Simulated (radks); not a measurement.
**Excited configurations of S¹⁰⁺**

The task here is to estimate one member of a computed series from the others.

Method: scalar-relativistic Kohn-Sham, PBE, spin-polarised, spherical densities, point nucleus; open shells are filled with parallel spins first. Code: radks (a radial shooting solver on a logarithmic mesh, Libxc functionals) version 1.

## The system

```
element       : sulfur (Z = 16)
charge        : +10
electrons     : 6
configuration : [He] 2s2 2p2
```

Outer shells as boxes (Hund's rule):

S¹⁰⁺
```
[He] core
2s [↑↓]
2p [↑ ][↑ ][  ]
```

The first run:

The run's settings:

```text
Z 16
configuration [He] 2s2 2p2
relativity scalar-relativistic
functional pbe,pbe
spin polarised
nucleus point
c 137.035999084
```

Steps of the session up to this table: Ground configuration: [He] 2s2 2p2.

One of the session's tables, all rows but one given; the rest of the session is left out.

It belongs to the step «Ground configuration: [He] 2s2 2p2». From the orbitals of this run (lengths in bohr):

| level | <r> | outermost maximum (interpolated) | 90 % within |
| --- | --- | --- | --- |
| 1s up | 0.09656 | 0.0633 | 0.172 |
| 1s down | 0.09636 | 0.0632 | 0.172 |
| 2s up | 0.4292 | 0.363 | 0.660 |
| 2s down | 0.4333 | 0.366 | 0.667 |
| 2p up | ? | ? | ? |
| 2p down | 0.3820 | 0.298 | 0.621 |

**Question.** Estimate the row for 2p up.

**Answer.** <r>: 0.3775; outermost maximum (interpolated): 0.295; 90 % within: 0.612. In the column «<r>» it lies between 1s up (0.09656) and 2p down (0.3820).

Caveats from the session: Open shells are spherical and high-spin; term and fine-structure splittings are not resolved.
